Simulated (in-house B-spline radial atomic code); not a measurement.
# P²⁺: excited configurations

Aim: the energies of several excited configurations of P²⁺ above a reference configuration, each from its own self-consistent run.

Program: in-house B-spline radial atomic code version 1. Level of theory: non-relativistic Hartree-Fock, average of configuration, point nucleus, basis-set limit. These are calculated values, not measurements, unless marked.

## (1) What is computed

* element: phosphorus (Z = 15)
* charge: +2
* electrons: 13
* configuration: [Ne] 3s2 3p1
* Hamiltonian: non-relativistic
* nucleus: point

Outer shells as boxes (Hund's rule):

[Ne] 3s2 3p1
```
[Ne] core
3s [↑↓]
3p [↑ ][  ][  ]
```

The boxes draw the filling by Hund's rule, which heavy ions in jj coupling don't follow; these runs average over all states of the configuration.

Settings, as recorded:

```ini
Z = 15
electrons = 13.0
configuration = [Ne] 3s2 3p1
hamiltonian = nr
method = hf
spin_polarised = False
```

From the earlier run of the reference: total energy -339.644995 hartree. Levels, eight at most:

```tsv
orbital	occupation	energy (eV)	<r> (bohr)
1s	2	-2200.74	0.1038
2s	2	-228.40	0.5147
2p	6	-170.85	0.4829
3s	2	-38.493	1.768
3p	1	-29.673	1.984
```

## (2) Configuration [He] 2s2 2p5 3s1 3p1 5p1 5g1

Settings, as recorded:

```ini
Z = 15
electrons = 13.0
configuration = [He] 2s2 2p5 3s1 3p1 5p1 5g1
hamiltonian = nr
method = hf
spin_polarised = False
```

## (3) [Ne] 3s1 5f2

Settings, as recorded:

```ini
Z = 15
electrons = 13.0
configuration = [Ne] 3s1 5f2
hamiltonian = nr
method = hf
spin_polarised = False
```

Q: How far above the reference does each configuration lie (order and size, in eV)?

The runs gave:

| net move | configuration | energy above the reference (eV) | largest <r> (bohr) |
| --- | --- | --- | --- |
| 3p, 3s → 2×5f | [Ne] 3s1 5f2 | 64.501 | 8.55 |
| 2p, 3s → 5g, 5p | [He] 2s2 2p5 3s1 3p1 5p1 5g1 | 202.73 | 7.86 |

**Reading.** At the bottom stands 3p, 3s → 2×5f (64.501 eV), at the top 2p, 3s → 5g, 5p (202.73 eV). Koopmans' estimate of the ionisation threshold is 29.673 eV; 2 configurations exceed it by over 2 % and could autoionise. Two partly filled shells share a symmetry and can mix in the average, which may lower the energy, for: 2p, 3s → 5g, 5p. These are averages over configurations, without correlation, not spectroscopic levels.
